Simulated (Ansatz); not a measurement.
# ClGaH5N: the cost of one run

Program: Ansatz 0.2.0. Level of theory: RKS r2SCAN/def2-SVP. These are calculated values, not measurements.

### Step 1. The system as given

Bond lengths: Ga1–N2 2.280 Å, N2–H3 1.060 Å, N2–H4 1.060 Å, Ga1–H5 1.570 Å, Ga1–H6 1.570 Å, Ga1–Cl7 2.540 Å. Angles: Ga1–N2–H3 120.0°, Ga1–N2–H4 120.0°, H3–N2–H4 120.0°, N2–Ga1–H5 120.0°, N2–Ga1–H6 120.0°, N2–Ga1–Cl7 71.6°, H5–Ga1–H6 120.0°, H5–Ga1–Cl7 105.4°, H6–Ga1–Cl7 92.8°.

As a file:

```xyz
8

Ga    0.0000    0.0000    0.0000
N     0.0000    0.0000    2.2800
H    -0.8770   -0.2713    2.8100
H     0.8770    0.2713    2.8100
H     1.3596    0.0000   -0.7850
H    -1.3596    0.0000   -0.7850
Cl   -0.3177    2.3894    0.8009
H    -0.1707    1.2836    2.0133
```

### Step 2. A restrained relaxation towards end A

Springs on the bonds that form and break draw the guess towards this end; the thresholds are loose.

input.yaml reads:

```yaml
crystal:
  periodic: [false, false, false]
  atoms:
    - { symbol: Ga, position_ang: [0.0, 0.0, 0.0] }
    - { symbol: "N", position_ang: [0.0, 0.0, 2.28] }
    - { symbol: H, position_ang: [-0.877, -0.2713, 2.81] }
    - { symbol: H, position_ang: [0.877, 0.2713, 2.81] }
    - { symbol: H, position_ang: [1.3596, 0.0, -0.785] }
    - { symbol: H, position_ang: [-1.3596, 0.0, -0.785] }
    - { symbol: Cl, position_ang: [-0.3177, 2.3894, 0.8009] }
    - { symbol: H, position_ang: [-0.1707, 1.2836, 2.0133] }
basis:
  gaussian: { orbitals: def2-SVP }
hamiltonian:
  xc: r2scan
relax:
  f_tol: 0.15
  max_steps: 25
  restrain:
    - { distance: [0, 6], at: 3.44, k: 30.0 }
    - { distance: [7, 1], at: 2.26, k: 30.0 }
    - { distance: [0, 1], at: 1.93, k: 30.0 }
    - { distance: [7, 6], at: 1.37, k: 30.0 }
```

Launch:

```console
> ansatz run input.yaml --threads 2 --pin off --max-ram 3072MiB --backend cpu --events-out ev --progress --plain --runs-dir out
```

Q: Estimate wall time and peak memory on 2 threads of Arm Neoverse V1, shared host.

About 28 s, with a peak of 0.15 GiB.
